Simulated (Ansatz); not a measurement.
The same calculation of LuBRh3, space group Pm-3m as a Python script and as an input file (Ansatz's Python interface).

Run as a notebook:

**Cell 1**
```python
import ansatz
import numpy as np
```

**Cell 2**
```python
lubrh3 = (
    ansatz.Lattice.of((4.12, 0.0, 0.0), (0.0, 4.12, 0.0), (0.0, 0.0, 4.12))
    .atom('Lu', (0.0, 0.0, 0.0))
    .atom('B', (0.5, 0.5, 0.5))
    .atom('Rh', (0.0, 0.5, 0.5))
    .atom('Rh', (0.5, 0.0, 0.5))
    .atom('Rh', (0.5, 0.5, 0.0))
)
```

**Cell 3**
```python
lubrh3.resolved().tree()['lattice']
```
Output:
```text
((4.12, 0.0, 0.0), (0.0, 4.12, 0.0), (0.0, 0.0, 4.12))
```

**Cell 4**
```python
job = lubrh3.calculation()
job = job.functional('pbesol').basis(470)
job = job.kpoints(6)
job = job.occupations(ansatz.OccupationsMethod.FERMI_DIRAC, width=0.1)
job = job.scf(extra_bands=16)
job = job.density_of_states(projected=True, energy_step=0.1)
done = job.run(threads=1, pin='off')
rep = done.report
```

**Cell 5**
```python
{key: value for key, value in rep.items() if isinstance(value, (int, float)) and 'ev' in key}
```
Output:
```text
{'gap_by_band_count_ev': -2.1023523224501517,
 'fermi_energy_ev': 19.45275719075816,
 'harris_foulkes_ev': -33784.43527778031,
 'free_energy_ev': -33784.435277735305,
 'internal_energy_ev': -33784.33505037818,
 'lagrangian_ev': -33784.435277735305,
 'energy_sigma0_ev': -33784.385164056745,
 'lagrangian_sigma0_ev': -33784.385164056745,
 'lagrangian_above_aufbau_ev': -0.058896024116316496,
 'entropy_ts_ev': 0.10022735712763019,
 'loop_fermi_energy_ev': 19.45275719075816,
 'occupations_fermi_energy_ev': 19.452757190760135}
```

**Cell 6**
```python
sorted(key for key in rep if key.endswith('_ev'))
```
Output:
```text
['eigenvalues_ev', 'energy_sigma0_ev', 'entropy_ts_ev', 'fermi_energy_ev', 'free_energy_ev',
 'gap_by_band_count_ev', 'harris_foulkes_ev', 'internal_energy_ev', 'lagrangian_above_aufbau_ev',
 'lagrangian_ev', 'lagrangian_sigma0_ev', 'loop_eigenvalues_ev', 'loop_fermi_energy_ev',
 'occupations_fermi_energy_ev', 'residual_norms_ev']
```

**Cell 7**
```python
rep['n_electrons']
```
Output:
```text
79.0
```

**Cell 8**
```python
dos = done.density_of_states()
energy = np.asarray(dos.energies_ev) - dos.fermi_ev
curves = {}
for site in done.projected_density_of_states().sites:
    for shell in site.shells:
        weight = sum(np.sum(curve.g_bin_mean_per_ev, axis=0) for curve in shell.curves)
        name = f'{site.species} {shell.label}'
        curves[name] = curves.get(name, 0) + weight
```

**Cell 9**
```python
step = energy[1] - energy[0]
windows = [(-10, -5), (-5, 0), (0, 6)]
print('states by shell in windows of E - E_F (eV):', windows)
for name, g in curves.items():
    print(f'{name:8s}', ' '.join(f'{step * g[(energy >= a) & (energy < b)].sum():8.3f}' for a, b in windows))
filled = (energy < 0) & (energy > -10)
for name, g in curves.items():
    if g[filled].sum() * step > 0.5:
        print(f'centre of {name}: {np.average(energy[filled], weights=g[filled]):.2f} eV')
```
Output:
```text
states by shell in windows of E - E_F (eV): [(-10, -5), (-5, 0), (0, 6)]
Lu 5S       0.006    0.005    0.003
Lu 6S       0.150    0.534    0.305
Lu 5P       0.011    0.076    0.010
Lu 5D       0.188    1.857    6.374
Lu 4F       0.021   13.972    0.003
B 2S        0.842    0.155    0.258
B 2P        1.077    1.369    1.769
Rh 4S       0.032    0.009    0.011
Rh 5S       0.657    0.885    0.601
Rh 4P       0.061    0.124    0.063
Rh 4D       2.082   22.690    4.070
centre of Lu 6S: -3.54 eV
centre of Lu 5D: -2.84 eV
centre of Lu 4F: -3.80 eV
centre of B 2S: -7.53 eV
centre of B 2P: -4.30 eV
centre of Rh 5S: -4.78 eV
centre of Rh 4D: -2.71 eV
```

`input.yaml`:
```yaml
crystal:
  lattice:
    - [4.12, 0.0, 0.0]
    - [0.0, 4.12, 0.0]
    - [0.0, 0.0, 4.12]
  atoms:
    - { symbol: Lu, position: [0.0, 0.0, 0.0] }
    - { symbol: B, position: [0.5, 0.5, 0.5] }
    - { symbol: Rh, position: [0.0, 0.5, 0.5] }
    - { symbol: Rh, position: [0.5, 0.0, 0.5] }
    - { symbol: Rh, position: [0.5, 0.5, 0.0] }
basis:
  ecutwfc: 470.0
kpoints:
  mp_grid:
    grid: [6, 6, 6]
hamiltonian:
  xc: pbesol
scf:
  n_extra_bands: 16
  occupations:
    method: fermi_dirac
    width: 0.1
output:
  dos:
    de: 0.1
    projected: true
```

Reading the output:
- Absolute energies stand on the zero of these potentials, so only differences at equal settings mean something. A total without «per atom» is that of the cell as typed.
- For a metal this k-point mesh is coarse: on a finer one energies can move by several to tens of meV an atom and pressures by half a GPa or more, differences at one mesh by less.
- The zero of the levels is a convention of the potentials, so an absolute Fermi energy is no work function.
- A gap by band count of zero or less means overlapping bands, a metal, and at an odd count of electrons it is no gap at all.
- The structure is a deposited one; some such entries were measured under pressure or heat, so a shift against it needn't be the functional's error alone.
- Levels are Kohn-Sham eigenvalues on this mesh, without spin-orbit coupling.
- Curves are summed over the cell's atoms. Only shells that the potentials hold have channels, so projections don't add up to the total, least of all where a shell is missing (p of most metals); heights and places of peaks move with the mesh.
- The density of states is complete only as far up as bands were computed.
- A band centre counts only the states inside the window taken.
- It ran for 6.2 s on 1 thread of Arm Neoverse V2 (shared host), peak memory 0.46 GiB.

(Lines on the test bed's own set-up are left out of the output.)
